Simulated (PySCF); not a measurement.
# MgIn: from the state search to spectroscopic constants

What are the lowest state that PBE0 finds, the bond length, vibrational wavenumber and bond energy of MgIn, and how much do these hang on the method?

The runs use PySCF 2.14.0; Mg aug-cc-pVDZ, In aug-cc-pVDZ-PP with ECP28, scalar-relativistic core potentials.

## (1) Input

A driver script around PySCF takes these settings:

- atoms: Mg, In
- charge: 0
- basis: Mg aug-cc-pVDZ, In aug-cc-pVDZ-PP with ECP28
- Hamiltonian: scalar-relativistic core potentials
- basis functions: 59
- electrons treated: 33
- masses in u: 23.9850, 114.9039
- levels: PBE0, PBE, r²SCAN, B97-3, r²SCAN0, PW91, HF, MP2, SCS-MP2
- grid: 80 radial by 434 angular points
- occupations: held fixed by the projection of orbital angular momentum
- dissociation limit: Mg + In, each in its ground configuration
- starting distance in angstrom: 2.745
- values of 2S to try: 1, 3

Started as:

```
$ OMP_NUM_THREADS=1 python dia.py task.json out
```

The runs that follow: PBE0 along the bond; Higher solutions at PBE0; PBE; r²SCAN (meta-GGA); B97-3; r²SCAN0 (hybrid meta-GGA); PW91 (GGA); ROHF (mean field).

Before running it: what results should come out? Wanted: for each run, Re; ωe; De; μ.

The runs gave:

Lowest PBE0 solution found, without spin–orbit coupling: ²Π (doublet), unpaired electrons π ↑. State 2 has its PBE0 minimum 0.16 eV higher. State 3 has its PBE0 minimum 1.49 eV higher. The other levels ran on the lowest alone.

```csv
level,Re (Å),ωe (cm⁻¹),De (eV),μ (D)
ROHF,3.958,24.3,0.012,-0.68
ROHF-MP2,3.083,129.6,0.273,n/a
ROHF-SCS-MP2,3.156,109.6,0.193,n/a
PBE,3.006,157.9,0.51,-0.80
PW91,2.998,158.9,0.52,-0.83
r²SCAN,2.974,165.9,0.52,-1.04
PBE0,3.022,151.4,0.424,-0.97
r²SCAN0,2.997,157.7,0.444,-1.17
B97-3,3.091,133.7,0.313,-0.93
```

De is counted to Mg + In in their ground configurations. A positive dipole means Mg(−)In(+).

**Reading.** Bond lengths run from 2.974 Å (r²SCAN) to 3.958 Å (ROHF). Among the levels with a De in the table, it runs from 0.012 eV (ROHF) to 0.52 eV (PW91).

Correlated steps freeze 5 core orbitals. Spin–orbit coupling is left out, which matters for elements this heavy, above all for dissociation energies.
